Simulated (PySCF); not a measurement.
# C3H6GaNO2: geometry, NMR shifts, spin-spin couplings and electronic excitations

Wanted: the NMR shifts, spin-spin couplings and electronic excitations of C3H6GaNO2 (`O=COCC#[N+][GaH3-]`), by calculation.

Programs: PySCF 2.14.0, with density-fitted response routines of our own. Each step states its level of theory. These are calculated values for one molecule in the gas phase, unless marked as measured. Atoms are numbered from 0 throughout.

## Step 1: Starting geometry

13 atoms, charge 0, multiplicity 1; geometry from: UFF. The atoms were then displaced at random by about 0.03 Å, so the start is not that level's minimum.

Bonds of the start (Å): O0–C1 1.17, C1–O2 1.35, O2–C3 1.52, C3–C4 1.36, C4–N5 1.15, N5–Ga6 1.91, C1–H7 1.03, C3–H8 1.08, C3–H9 1.13, Ga6–H10 1.63, Ga6–H11 1.61, Ga6–H12 1.58.

## Step 2: Relaxing the molecule at PBE0-D3(BJ)/def2-SVP

Job settings and geometry (Å):

```
{"job": {"xc": "PBE0", "basis": "def2-SVP", "d3": "d3bj", "grid": 1, "shake": 0.03, "kind": "geom"}, "charge": 0, "multiplicity": 1}
O     -3.809710     0.593460    -0.185980
C     -3.273590    -0.186350     0.502240
O     -1.923740    -0.269820     0.449420
C     -0.961550     0.584430    -0.356500
C      0.340050     0.216810    -0.186880
N      1.451720    -0.018370    -0.011450
Ga     3.292260    -0.474790     0.240650
H     -3.769970    -0.821130     1.136950
H     -1.333500     0.446380    -1.355900
H     -1.225570     1.633930    -0.036540
H      3.457430    -1.021100     1.766070
H      4.186100     0.844740     0.024200
H      3.600690    -1.580300    -0.842660
```

The run is started by

```
$ OMP_NUM_THREADS=1 python probes_run.py task.json out
```

This one command runs all jobs of the session in turn.

**Question.** This job is followed by: GIAO PBE0/pcSseg-1 NMR shielding, non-relativistic, gas phase; B3LYP/pcJ-1 Ga:pcSseg-1 indirect spin-spin coupling, non-relativistic, gas phase; TDDFT CAM-B3LYP/def2-SVPD, vertical, gas phase, core orbitals frozen in the response; GIAO mPW1PW91/pcSseg-2 NMR shielding, non-relativistic, gas phase. What will the session give for the following? point group; rotational constants (main isotopes); 13C shifts against TMS (PBE0/pcSseg-1); 1H shifts against TMS (PBE0/pcSseg-1, means over atoms taken as alike); 17O shifts against H2O (PBE0/pcSseg-1); 15N shifts against NH3 (PBE0/pcSseg-1); 71Ga shifts against GaH4- (PBE0/pcSseg-1); largest coupling of the table (B3LYP/pcSseg-1+pcJ-1); lowest singlet (CAM-B3LYP/def2-SVPD); brightest single state of those computed; lowest triplet; vertical ionisation energy (ΔSCF); vertical electron affinity (ΔSCF); range of the shift of O0.

**Answer**, as computed:

```
                                                              quantity                                             value
                                                           point group                                                C1
                                  rotational constants (main isotopes)                             14.29, 0.40, 0.39 GHz
                                13C shifts against TMS (PBE0/pcSseg-1)                            162.7, 123.0, 49.2 ppm
1H shifts against TMS (PBE0/pcSseg-1, means over atoms taken as alike)                              7.84, 4.63, 4.38 ppm
                                17O shifts against H2O (PBE0/pcSseg-1)                                  460.7, 192.8 ppm
                                15N shifts against NH3 (PBE0/pcSseg-1)                                         271.1 ppm
                             71Ga shifts against GaH4- (PBE0/pcSseg-1)                                           187 ppm
                  largest coupling of the table (B3LYP/pcSseg-1+pcJ-1)                           1J(C,H) C1–H7, 245.5 Hz
                                  lowest singlet (CAM-B3LYP/def2-SVPD)                       5.85 eV (212 nm), f = 0.003
                              brightest single state of those computed                       state 5, 6.52 eV, f = 0.170
                                                        lowest triplet                                           5.33 eV
                                     vertical ionisation energy (ΔSCF)                                           9.89 eV
                                     vertical electron affinity (ΔSCF)  -0.42 eV (unbound: the value hangs on the basis)
                                              range of the shift of O0                                448.6 to 460.7 ppm
```

**Reading.** The start was shaken at random, so part of the energy gained undoes that. C1 (ester carbonyl carbon) lies farthest downfield among carbon, at 162.7 ppm; it is a carbonyl in resonance with an O or N lone pair, the region of acids, esters and amides. At PBE0/pcSseg-1: Shielding is most anisotropic at O0 (span 703 ppm, paramagnetic term -527 ppm). In the run at B3LYP/pcSseg-1+pcJ-1, the largest coupling of the table is C1–H7, 245.5 Hz, of which the Fermi-contact term gives 245.1 Hz. Couplings across rotatable bonds belong to this one conformer; where others are populated, the observed values are averages. The lowest singlet, at 5.85 eV, is HOMO→LUMO 0.94 and is weak; of the 10 states computed, the strongest absorption comes from state 5 at 6.52 eV. The lowest triplet lies 0.52 eV below the lowest singlet (triplets in Tamm-Dancoff, singlets in full TDDFT). Across the 2 runs the shift of O0 moves most, between 448.6 (mPW1PW91/pcSseg-2) and 460.7 ppm (PBE0/pcSseg-1). Part of that comes from the computed reference. Spin-orbit coupling is left out, which matters for shieldings and couplings at and beside the heavy atoms.
